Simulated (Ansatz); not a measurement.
BaCoO3 in Ansatz: the effect of fixed moment

Crystal: BaCoO3.

```xyz
10
Lattice="5.5900 0.0000 0.0000 -2.7950 4.8411 0.0000 0.0000 0.0000 4.8200" Properties=species:S:1:pos:R:3 pbc="T T T"
Ba    2.7950    1.6137    3.6150
Ba    0.0000    3.2274    1.2050
Co    0.0000    0.0000    2.4100
Co    0.0000    0.0000    0.0000
O     1.3975    4.0342    3.6150
O     4.1925    0.8069    1.2050
O     0.0000    1.6137    3.6150
O     1.3975    0.8069    1.2050
O    -1.3975    4.0342    3.6150
O     2.7950    3.2274    1.2050
```

Alike in all runs:

- Program: Ansatz 0.2.0
- Task: single point
- Functional: PBEsol
- Potentials or basis: Ansatz PAW
- Cutoff: 420 eV (not typed: the program's choice for these potentials)
- k mesh: 5 × 5 × 5
- Occupations: fermi-dirac, width 0.05 eV

```csv
fixed moment,spin,starting moments,energy over the lowest run (meV/atom),pressure (GPa),largest force (eV/Å)
0,"collinear spin, program default start",-,18.4,-14.3,3.01
1,"collinear spin, ferromagnetic start","[0.0, 0.0, 0.5, 0.5, 0.0, 0.0, 0.0, 0.0, 0.0, 0.0] μB",11.4,-14.0,3.07
2,"collinear spin, ferromagnetic start","[0.0, 0.0, 1.0, 1.0, 0.0, 0.0, 0.0, 0.0, 0.0, 0.0] μB",0.0,-13.8,3.08
3,"collinear spin, ferromagnetic start","[0.0, 0.0, 1.5, 1.5, 0.0, 0.0, 0.0, 0.0, 0.0, 0.0] μB",27.5,-12.6,2.84
4,"collinear spin, ferromagnetic start","[0.0, 0.0, 2.0, 2.0, 0.0, 0.0, 0.0, 0.0, 0.0, 0.0] μB",?,?,?
5,"collinear spin, ferromagnetic start","[0.0, 0.0, 2.5, 2.5, 0.0, 0.0, 0.0, 0.0, 0.0, 0.0] μB",80.6,-10.0,2.32
6,"collinear spin, ferromagnetic start","[0.0, 0.0, 3.0, 3.0, 0.0, 0.0, 0.0, 0.0, 0.0, 0.0] μB",109.6,-8.4,2.06
8,"collinear spin, ferromagnetic start","[0.0, 0.0, 4.0, 4.0, 0.0, 0.0, 0.0, 0.0, 0.0, 0.0] μB",178.6,-5.1,1.55
```

What does the run with fixed moment 4 give?

Energy over the lowest run 53.7 meV/atom; pressure -11.4 GPa; largest force 2.58 eV/Å.

Worked out: A parabola through the other rows of the energy over the lowest run, of slope 21.7 meV/atom per unit of fixed moment there, gives 47.1 meV/atom, against the run's 53.7. A parabola through the other rows of the pressure, of slope 1.19 GPa per unit of fixed moment there, gives -11.5 GPa, against the run's -11.4. A parabola through the other rows of the largest force, of slope -0.202 eV/Å per unit of fixed moment there, gives 2.63 eV/Å, against the run's 2.58.

Caveats: the cell's inner coordinates are idealised or old, which leaves forces on the atoms; the total moment is fixed, so each spin has its own Fermi level; the PAW data sets come from PBE, with cores solved anew for the run's functional, which leaves a small shift of forces and pressure; the thresholds are loose for stress.
